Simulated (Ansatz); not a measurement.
# ZnTe3P2Pt: the cost of one run

Method: DFT PBE, scalar-relativistic, plane waves, PAW, unless a step names another level, in Ansatz 0.2.0.

4 further runs of the same task are left out: 4 set aside as unsound or not needed.

### Step 1. The formula and the candidates

Pauling electronegativities: Zn 1.65, Te 2.10, P 2.19, Pt 2.28 (spread 0.63). No set of common oxidation states balances it. Tabulated atomic sizes suggest about 24 Å³/atom. 24 candidates were drawn, by swapping species into database cells of other compounds, at random by space group and Wyckoff sites, or by hand, as the table says:

| name | made from | space group no. | Wyckoff sites | atoms (primitive cell) | V (Å³/atom) |
| --- | --- | --- | --- | --- | --- |
| c01 | random | 65 | Zn 2c; Te 4l, 2a; P 4i; Pt 2d | 7 | 29.5 |
| c02 | random | 123 | Zn 1c; Te 2f, 1a; P 2g; Pt 1d | 7 | 30.1 |
| c03 | random | 123 | Zn 1b; Te 2f, 1a; P 2e; Pt 1c | 7 | 23.8 |
| c04 | random | 166 | Zn 3a; Te 9d; P 6c; Pt 3b | 7 | 25.5 |
| c05 | random | 99 | Zn 1b; Te 2c, 1b; P 1a, 1a; Pt 1a | 7 | 30.2 |
| c06 | random | 187 | Zn 1e; Te 2i, 1c; P 2h; Pt 1a | 7 | 30.4 |
| c07 | random | 187 | Zn 1b; Te 2i, 1c; P 2g; Pt 1f | 7 | 27.0 |
| c08 | random | 123 | Zn 1b; Te 2g, 1d; P 2h; Pt 1a | 7 | 25.4 |
| c09 | random | 160 | Zn 3a; Te 9b; P 3a, 3a; Pt 3a | 7 | 29.4 |
| c10 | random | 65 | Zn 2b; Te 4i, 2d; P 4h; Pt 2a | 7 | 23.9 |
| c11 | random | 191 | Zn 1b; Te 3g; P 2c; Pt 1a | 7 | 25.5 |
| c12 | random | 71 | Zn 2b; Te 4i, 2a; P 4h; Pt 2d | 7 | 25.3 |
| c13 | random | 123 | Zn 1c; Te 2e, 1a; P 2g; Pt 1b | 7 | 25.4 |
| c14 | random | 166 | Zn 3b; Te 9d; P 6c; Pt 3a | 7 | 30.5 |
| c15 | random | 191 | Zn 1b; Te 3f; P 2e; Pt 1a | 7 | 24.4 |
| c16 | random | 187 | Zn 1b; Te 3k; P 1c, 1e; Pt 1a | 7 | 28.3 |
| c17 | random | 123 | Zn 1d; Te 2g, 1a; P 2e; Pt 1c | 7 | 24.6 |
| c18 | random | 156 | Zn 1a; Te 3d; P 1c, 1c; Pt 1b | 7 | 30.2 |
| c19 | random | 174 | Zn 1b; Te 3k; P 2h; Pt 1f | 7 | 30.6 |
| c20 | random | 191 | Zn 1b; Te 3g; P 2e; Pt 1a | 7 | 30.1 |
| c21 | random | 166 | Zn 3a; Te 9e; P 6c; Pt 3b | 7 | 29.6 |
| c22 | random | 189 | Zn 1a; Te 3g; P 2d; Pt 1b | 7 | 30.2 |
| c23 | database cell of Ba3ZnN2O | 123 | Zn 1c; Te 2g, 1d; P 2h; Pt 1b | 7 | 25.7 |
| c24 | random | 189 | Zn 1a; Te 3f; P 2c; Pt 1b | 7 | 26.8 |

### Step 2. Screening run of c03

input.yaml

```yaml
crystal:
  lattice:
    - [5.08684777, 0.0, 0.0]
    - [0.0, 5.08684777, 0.0]
    - [0.0, 0.0, 6.42589693]
  atoms:
    - { symbol: Zn, position: [0.0, 0.0, 0.5] }
    - { symbol: Te, position: [0.0, 0.5, 0.0] }
    - { symbol: Te, position: [0.5, 0.0, 0.0] }
    - { symbol: Te, position: [0.0, 0.0, 0.0] }
    - { symbol: P, position: [0.0, 0.5, 0.5] }
    - { symbol: P, position: [0.5, 0.0, 0.5] }
    - { symbol: Pt, position: [0.5, 0.5, 0.0] }
basis:
  ecutwfc: 420
kpoints:
  mp_grid: { grid: [3, 3, 3] }
hamiltonian:
  xc: pbe
scf:
  occupations: { method: gaussian, width: 0.2 }
  lower_state_search: "off"
output:
  forces: true
  stress: true
  eigenvalues: true
relax:
  adjacent_minimum: "off"
  f_tol: 0.08
  max_steps: 16
  cell: { stress_tol: 0.8 }
```

Command:

```bash
ansatz run input.yaml --threads 1 --pin off --max-ram 2560MiB --backend cpu --events-out ev --progress --plain --runs-dir out
```

What time and memory should one allow on 1 thread of Intel Xeon at 2.50GHz (Skylake/Cascade Lake), shared host?

About 74 s, with a peak of 0.5 GiB.
